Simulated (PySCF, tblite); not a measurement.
# C₅H₁₃F₃Si₂: geometry, infrared bands and NMR shifts

Aim: predict the infrared bands and NMR shifts of C₅H₁₃F₃Si₂ (`CCC[Si@@H]([SiH2]C)C(F)(F)F`).

Computed with tblite 0.8.0 and PySCF 2.14.0, with density-fitted response routines of our own, on a single molecule in the gas phase. Atoms are numbered from 0 throughout.

## (1) Starting geometry

23 atoms, charge 0, multiplicity 1; geometry from: force field or distance geometry start.

Bonds of the start (Å): C0–C1 1.52, C1–C2 1.55, C2–Si3 1.88, Si3–Si4 2.31, Si4–C5 1.85, Si3–C6 1.81, C6–F7 1.36, C6–F8 1.35, C6–F9 1.35, C0–H10 1.10, C0–H11 1.10, C0–H12 1.10, C1–H13 1.09, C1–H14 1.09, C2–H15 1.10, C2–H16 1.09, Si3–H17 1.48, Si4–H18 1.49, Si4–H19 1.48, C5–H20 1.09, C5–H21 1.09, C5–H22 1.11.

## (2) Optimising the geometry with GFN2-xTB

Job settings and geometry (Å):

```
{"job": {"kind": "relax", "xc": "GFN2-xTB", "basis": "xTB"}, "charge": 0, "multiplicity": 1}
C     -3.582900     0.373800     0.882900
C     -2.467800     0.195800    -0.129100
C     -1.082600     0.331800     0.552200
Si     0.383600     0.154300    -0.613800
Si     2.303200     0.453400     0.640900
C      3.785800     0.307000    -0.449900
C      0.522200    -1.512800    -1.317800
F      0.603400    -2.465900    -0.350700
F     -0.544900    -1.822700    -2.086700
F      1.617200    -1.648700    -2.090700
H     -3.554800     1.369400     1.338000
H     -4.564700     0.266000     0.389200
H     -3.538700    -0.369100     1.691800
H     -2.569900     0.930100    -0.924600
H     -2.561700    -0.789900    -0.580000
H     -1.032000     1.322200     1.038100
H     -1.001600    -0.406400     1.352100
H      0.306200     1.222200    -1.637700
H      2.263900     1.808700     1.261400
H      2.365800    -0.538800     1.741100
H      3.865800    -0.683700    -0.885800
H      3.765800     1.037200    -1.263800
H      4.714000     0.493200     0.135900
```

On the command line:

```console
$ OMP_NUM_THREADS=1 python probes_run.py task.json out
```

One launch serves the whole session: the jobs run in the order shown.

**Question.** This job is followed by: GFN2-xTB harmonic vibrations, gas phase; GIAO PBE0/pcSseg-1 NMR shielding, non-relativistic, gas phase. What will the session give for the following? strongest single infrared mode (GFN2-xTB); zero-point energy (GFN2-xTB); ¹³C shifts against TMS (PBE0/pcSseg-1); ¹H shifts against TMS (PBE0/pcSseg-1, means over atoms taken as alike); ²⁹Si shifts against TMS (PBE0/pcSseg-1); ¹⁹F shifts against CFCl3 (PBE0/pcSseg-1, means over atoms taken as alike); surface potential, 1st and 99th percentile.

**Answer**, as computed:

| quantity | value |
| --- | --- |
| strongest single infrared mode (GFN2-xTB) | 2191 cm⁻¹, 425 km/mol |
| zero-point energy (GFN2-xTB) | 105.1 kcal/mol |
| ¹³C shifts against TMS (PBE0/pcSseg-1) | 143.0, 24.3, 21.1, 16.5, -9.8 ppm |
| ¹H shifts against TMS (PBE0/pcSseg-1, means over atoms taken as alike) | 4.31, 4.12, 3.91, 1.85, 1.38, 1.12, 0.92, 0.56, 0.36 ppm |
| ²⁹Si shifts against TMS (PBE0/pcSseg-1) | -32.5, -80.2 ppm |
| ¹⁹F shifts against CFCl3 (PBE0/pcSseg-1, means over atoms taken as alike) | -67.7 ppm |
| surface potential, 1st and 99th percentile | -0.77 V and 1.18 V |

What this shows: The optimisation took 85 steps and gained 0.434 eV; among the close pairs (by a distance rule), Si3–C6 changed most, from 1.815 to 1.961 Å. All 63 modes are real, so the xTB geometry is a minimum. The strongest single mode, at 2191 cm⁻¹, moves mainly H18. GFN2-xTB is a fitted tight-binding method: band positions and strengths are rough. Its intensities can rank the bands wrongly. At PBE0/pcSseg-1: The largest span, 186 ppm, is at F7, F8, F9, where the paramagnetic term is -238 ppm.
